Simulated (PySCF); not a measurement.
# GeH3Cl (chlorogermane) at PBE/def2-TZVP

What is the energy change on altering one bond length of GeH3Cl (chlorogermane) at PBE/def2-TZVP? The job is set up through a Python script.

The calculation is run with PySCF 2.14.0.

2 further runs of the same task are left out: 2 set aside as unsound or not needed.

### Step 1. The molecule

GeH3Cl: 5 atoms, total charge 0, spin state singlet. As SMILES, `[Cl][GeH3]`. The shape is that of a PBE0-D4/def2-TZVP optimisation.

Bond lengths: Cl1–Ge2 2.155 Å, Ge2–H3 1.532 Å, Ge2–H4 1.532 Å, Ge2–H5 1.532 Å. Angles: Cl1–Ge2–H3 107.1°, Cl1–Ge2–H4 107.1°, Cl1–Ge2–H5 107.1°, H3–Ge2–H4 111.7°, H3–Ge2–H5 111.7°, H4–Ge2–H5 111.7°.

### Step 2. The energy at PBE/def2-TZVP

The input, geometry.xyz:

```xyz
5

Cl    -1.875800    -0.025100     0.641300
Ge     0.161800    -0.013900    -0.060600
H      0.160400     0.656200    -1.438100
H      0.619000    -1.473700    -0.140600
H      0.984500     0.782900     0.956700
```

The input, input.py:

```python
from pyscf import gto, dft

mol = gto.M(
    atom='geometry.xyz',
    basis='def2-tzvp',
    max_memory=1860,
    verbose=3,
    spin=0,
    charge=0,
)

mf = dft.RKS(mol)
mf.xc = 'pbe'
mf.grids.level = 5
mf.conv_tol = 1e-10
mf.kernel()
if not mf.converged:
    mf = mf.newton().run(mf.mo_coeff, mf.mo_occ)

energy = mf.e_tot
print(f'total energy: {energy:.8f} hartree')
```

Started as:

```
$ OMP_NUM_THREADS=1 python input.py
```

The program printed:

```text
converged SCF energy = -2538.53654184266
total energy: -2538.53654184 hartree
```

Run time: 15 s. Hardware: 1 thread of Intel Xeon at 2.70GHz, shared host; peak memory 0.53 GiB.

### Step 3. The distorted shape

The input, run.py:

```python
from pyscf import gto, dft

mol = gto.M(
    atom=[
    ('Cl', (-2.863033, -0.981253, -0.579451)),
    ('Ge', (-0.825433, -0.970053, -1.281351)),
    ('H', (-0.826833, -0.299953, -2.658851)),
    ('H', (-0.368233, -2.429853, -1.361351)),
    ('H', (0.984500, 0.782900, 0.956700)),
],
    charge=0,
    basis='def2-tzvp',
    max_memory=1860,
    verbose=4,
)

mf = dft.RKS(mol, xc='pbe')
mf.conv_tol = 1e-10
mf.grids.level = 5
mf.kernel()
if not mf.converged:
    mf = mf.newton().run(mf.mo_coeff, mf.mo_occ)

etot = mf.e_tot
print('E = %.10f Eh' % etot)
```

Started as:

```
$ OMP_NUM_THREADS=1 python run.py
```

The program printed:

```text
PySCF version 2.14.0

[INPUT] num. atoms = 5
[INPUT] num. electrons = 52
[INPUT] charge = 0
[INPUT] spin (= nelec alpha-beta = 2S) = 0
[INPUT] symmetry False subgroup None
[INPUT] Mole.unit = angstrom
[INPUT] Symbol           X                Y                Z      unit          X                Y                Z       unit  Magmom
[INPUT]  1 Cl    -2.863033000000  -0.981253000000  -0.579451000000 AA   -5.410348255592  -1.854299428908  -1.095003692605 Bohr   0.0
[INPUT]  2 Ge    -0.825433000000  -0.970053000000  -1.281351000000 AA   -1.559842304178  -1.833134496313  -2.421402459438 Bohr   0.0
[INPUT]  3 H     -0.826833000000  -0.299953000000  -2.658851000000 AA   -1.562487920753  -0.566829020242  -5.024500196026 Bohr   0.0
[INPUT]  4 H     -0.368233000000  -2.429853000000  -1.361351000000 AA   -0.695859520027  -4.591756692953  -2.572580549403 Bohr   0.0
[INPUT]  5 H      0.984500000000   0.782900000000   0.956700000000 AA    1.860435369634   1.479466582922   1.807900983371 Bohr   0.0

nuclear repulsion = 169.187762898667
number of shells = 41
number of NR pGTOs = 187
number of NR cGTOs = 103
basis = def2-tzvp
ecp = {}

[... 77 lines left out ...]
converged SCF energy = -2538.3933027675
E = -2538.3933027675 Eh
```

Run time: 70 s. Hardware: 1 thread of Intel Xeon at 2.70GHz, shared host; peak memory 0.53 GiB.

### Step 4. Summary of results

At PBE/def2-TZVP:

| quantity | value |
| --- | --- |
| first shape: total energy | -2538.53654 Eh |
| first shape: dipole moment | 1.85 D |
| first shape: HOMO energy | -7.39 eV |
| first shape: LUMO energy | -1.20 eV |
| first shape: HOMO–LUMO gap | 6.19 eV |
| distorted shape: total energy | -2538.39330 Eh |
| distorted shape: dipole moment | 2.28 D |
| distorted shape: HOMO energy | -5.95 eV |
| distorted shape: LUMO energy | -4.85 eV |
| distorted shape: HOMO–LUMO gap | 1.10 eV |
| energy change with the Ge2–H5 bond stretched from 1.532 to 3.370 Å | 3.898 eV |

**Reading.** One bond (distorted shape) is far stretched, which a spin-restricted single reference describes badly; a broken-symmetry solution may lie lower. With the Ge2–H5 bond stretched from 1.532 to 3.370 Å the energy rises by 3.90 eV (376 kJ/mol). The first shape isn't relaxed at this level, so the change isn't measured from a minimum. A restricted reference can't describe the breaking bond well at this length.
